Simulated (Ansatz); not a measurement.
**C2H6BN: rigid scan of one bond length in Python**

How does the energy of C2H6BN change as one bond is stretched? Wanted for C2H6BN: a rigid scan of one bond length. SMILES: C=CBN.

All numbers are computed with Ansatz 0.2.0 through its Python package. Level of theory: r2SCAN0/cc-pVDZ.

## Step 1: The system

Bond lengths: C1–C2 1.336 Å, C2–B3 1.574 Å, B3–N4 1.524 Å, C1–H5 1.086 Å, C1–H6 1.085 Å, C2–H7 1.085 Å, B3–H8 1.181 Å, N4–H9 1.045 Å, N4–H10 1.045 Å. Angles: C1–C2–B3 122.8°, C1–C2–H7 119.2°, B3–C2–H7 118.0°, C2–C1–H5 121.8°, C2–C1–H6 119.8°, H5–C1–H6 118.4°, C2–B3–N4 122.0°, C2–B3–H8 118.9°, N4–B3–H8 119.1°, B3–N4–H9 107.6°, B3–N4–H10 107.6°, H9–N4–H10 107.6°.

No structure file is read: the coordinates are typed or built in the script.

## Step 2: The code

Input file c2h6bn.py:

```python
"""Stretching a bond of C2H6BN, the rest held rigid."""

import ansatz as az
import matplotlib.pyplot as plt
import numpy as np

GEOMETRY = """
C     1.33520    0.47660    0.41460
C     0.80610   -0.55180   -0.25390
B    -0.74140   -0.70610   -0.49530
N    -1.74450    0.31740    0.02290
H     0.71800    1.26710    0.83000
H     2.41010    0.53390    0.55230
H     1.46340   -1.31860   -0.65130
H    -1.13510   -1.64360   -1.09620
H    -1.48660    1.24520   -0.38200
H    -1.62510    0.37990    1.05890
"""


def main() -> None:
    geometry = az.Crystal.molecule()
    for line in GEOMETRY.strip().splitlines():
        symbol, *xyz = line.split()
        geometry = geometry.atom(symbol, [float(v) for v in xyz])

    symbols = [site.symbol for site in geometry.cartesian_sites]
    start = np.array([site.position_ang for site in geometry.cartesian_sites])
    axis = (start[7] - start[2]) / np.linalg.norm(start[7] - start[2])
    moving = [7]
    lengths, energies = [1.039, 1.087, 1.134, 1.181, 1.228, 1.276, 1.323, 1.394], []
    for length in lengths:
        xyz = start.copy()
        xyz[moving] += (length - np.linalg.norm(start[7] - start[2])) * axis
        point = az.Crystal.molecule()
        for symbol, place in zip(symbols, xyz):
            point = point.atom(symbol, place.tolist())
        model = (
            point.calculation()
            .basis(gaussian="cc-pVDZ")
            .functional("R2SCAN0")
        )
        rep = model.run().report
        energies.append(rep["free_energy_ev"])
        print(f"r = {length:6.3f} A  E = {energies[-1]:.5f} eV  <S^2> = {abs(rep['mean_field']['state']['spin_squared']):.3f}")

    # quartic fit about the minimum
    fit = np.polynomial.Polynomial.fit(lengths, np.array(energies) - min(energies), 4).convert()
    roots = [r.real for r in fit.deriv().roots() if abs(r.imag) < 1e-9 and fit.deriv(2)(r.real) > 0]
    r_e = min(roots, key=lambda r: abs(r - lengths[int(np.argmin(energies))]))
    print(f"minimum of the fit at {r_e:.4f} A, force constant {fit.deriv(2)(r_e):.2f} eV/A^2")
    plt.figure(figsize=(4.5, 3))
    plt.plot(lengths, np.array(energies) - min(energies), "o-")
    plt.xlabel("bond length (A)")
    plt.ylabel("E - E(min) (eV)")
    plt.tight_layout()
    plt.savefig("scan.png", dpi=100)


if __name__ == "__main__":
    main()
```

## Step 3: The input behind the calls

The engine receives this input (first run):

```yaml
crystal:
  periodic: [false, false, false]
  atoms:
    - { symbol: C, position_ang: [1.3352, 0.4766, 0.4146] }
    - { symbol: C, position_ang: [0.8061, -0.5518, -0.2539] }
    - { symbol: B, position_ang: [-0.7414, -0.7061, -0.4953] }
    - { symbol: "N", position_ang: [-1.7445, 0.3174, 0.0229] }
    - { symbol: H, position_ang: [0.718, 1.2671, 0.83] }
    - { symbol: H, position_ang: [2.4101, 0.5339, 0.5523] }
    - { symbol: H, position_ang: [1.4634, -1.3186, -0.6513] }
    - { symbol: H, position_ang: [-1.0877346317828978, -1.5308109913550076, -1.0239067570189058] }
    - { symbol: H, position_ang: [-1.4866, 1.2452, -0.382] }
    - { symbol: H, position_ang: [-1.6251, 0.3799, 1.0589] }
basis:
  gaussian:
    orbitals: cc-pVDZ
hamiltonian:
  xc: r2scan0
```

## Step 4: The run

Started as:

```console
$ python c2h6bn.py
```

**Question.** What results will this script give? Wanted: range of energy; lowest point, distance.

**Answer**, as computed:

| quantity | value |
| --- | --- |
| bond length at the fit's minimum | 1.2069 Å |
| runs compared | 8 |
| range of energy | 0.440 eV |
| lowest point, distance (Å) | 1.23 |

The lowest point, at 1.23, lies inside the range. The ends stand 0.44 and 0.3 eV above it. The distance scanned is the script's pair 2, 7. Reading the output:
- The rest of the molecule is held rigid at a force-field or estimated start geometry, and the basis set is modest; single-reference methods fail as a bond breaks.
- The orbitals are restricted, so S² is zero by construction.
